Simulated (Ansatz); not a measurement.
**C4H2Cl2Hf: a ladder of functionals and wavefunction methods**

The task here is to estimate one member of a computed series from the others.

Program: Ansatz 0.2.0, Gaussian basis. Level of theory: functionals in def2-TZVPP, the program's frozen cores in correlated methods. These are calculated values, not measurements.

Levels to be run: LDA (SPW92), PBE-D4, revPBE-D4, BLYP-D4, r2SCAN-D4, B97M-V, PBE0-D4, B3LYP-D4, r2SCANh-D4, r2SCAN0-D4, HSE06-D4, BHLYP-D4, CAM-B3LYP-D4, LC-ωPBE, ωB97X-V, ωB97M-V, B2PLYP, PBE-QIDH; CCSD(T)/def2-SVP; CCSD(T)/def2-TZVPP; MP2/def2-QZVPP; extrapolation to the limit; RPA on PBE.

## Structure used throughout

The geometry comes from an earlier relaxation with PBE0-D4 in a triple-zeta def2 set; it is a stationary point, not always the lowest conformer. Hf takes the def2 core potential; no spin-orbit term is included.

9 atoms, charge 0, spin multiplicity 1.

Atoms are counted from 1 here; the program's logs count them from 0.

Bond lengths: C1–C2 1.215 Å, C1–H8 1.068 Å, C2–Hf3 2.157 Å, Hf3–Cl4 2.325 Å, Hf3–Cl5 2.325 Å, Hf3–C6 2.157 Å, C6–C7 1.215 Å, C7–H9 1.068 Å. Angles: C2–C1–H8 180.0°, C1–C2–Hf3 179.3°, C2–Hf3–Cl4 109.2°, C2–Hf3–Cl5 109.2°, C2–Hf3–C6 108.0°, Cl4–Hf3–Cl5 111.9°, Cl4–Hf3–C6 109.2°, Cl5–Hf3–C6 109.2°, Hf3–C6–C7 179.3°, C6–C7–H9 180.0°.

The first run:

in.yaml reads:

```yaml
crystal:
  periodic: [false, false, false]
  atoms:
    - {symbol: C, position_ang: [1.014385, -2.685741, 0.309638]}
    - {symbol: C, position_ang: [0.635517, -1.634725, -0.168548]}
    - {symbol: Hf, position_ang: [-0.042133, 0.239982, -0.991712]}
    - {symbol: Cl, position_ang: [-1.893879, -0.143443, -2.344778]}
    - {symbol: Cl, position_ang: [1.700849, 1.234352, -2.166539]}
    - {symbol: C, position_ang: [-0.614311, 1.519285, 0.647599]}
    - {symbol: C, position_ang: [-0.933612, 2.228361, 1.581457]}
    - {symbol: H, position_ang: [1.347051, -3.608699, 0.730503]}
    - {symbol: H, position_ang: [-1.213866, 2.850616, 2.402370]}
basis:
  gaussian: {orbitals: def2-TZVPP}
hamiltonian: {xc: lda}
output: {orbitals: {seedname: orbitals}}
```

The run is started by

```
$ ansatz run in.yaml --threads 4 --pin off --events-out ev --progress --plain --max-ram 11315MiB
```

Steps of the session up to this table: LDA; PBE-D4 (GGA); revPBE-D4 (GGA); BLYP-D4 (GGA); r2SCAN-D4 (meta-GGA); B97M-V (meta-GGA); B3LYP-D4 (hybrid); r2SCANh-D4 (hybrid); r2SCAN0-D4 (hybrid); HSE06-D4 (hybrid); BHLYP-D4 (hybrid); CAM-B3LYP-D4 (range-separated); LC-ωPBE (range-separated); ωB97X-V (range-separated); ωB97M-V (range-separated); B2PLYP (double hybrid); PBE-QIDH (double hybrid).

One of the session's tables, all rows but one given; the rest of the session is left out.

It belongs to the step «Orbital energies across the functionals». 

| functional | HOMO (eV) | LUMO (eV) | gap (eV) |
| --- | --- | --- | --- |
| LDA (SPW92) | ? | ? | ? |
| PBE-D4 | -7.30 | -3.31 | 4.00 |
| revPBE-D4 | -7.23 | -3.21 | 4.02 |
| BLYP-D4 | -7.11 | -3.15 | 3.96 |
| r2SCAN-D4 | -7.55 | -3.17 | 4.38 |
| B97M-V | -7.50 | -3.11 | 4.39 |
| PBE0-D4 | -8.48 | -2.54 | 5.94 |
| B3LYP-D4 | -8.22 | -2.72 | 5.50 |
| r2SCANh-D4 | -7.99 | -2.89 | 5.10 |
| r2SCAN0-D4 | -8.65 | -2.46 | 6.19 |
| HSE06-D4 | -8.08 | -2.91 | 5.17 |
| BHLYP-D4 | -9.47 | -1.60 | 7.87 |
| CAM-B3LYP-D4 | -9.79 | -1.49 | 8.30 |
| LC-ωPBE | -11.25 | -0.41 | 10.84 |
| ωB97X-V | -10.81 | -0.48 | 10.34 |
| ωB97M-V | -10.68 | -0.55 | 10.13 |

**Question.** Estimate the row for LDA (SPW92).

**Answer.** HOMO (eV): -7.52; LUMO (eV): -3.58; gap (eV): 3.94. In the column «HOMO (eV)» it lies between r2SCAN-D4 (-7.55) and B97M-V (-7.50).
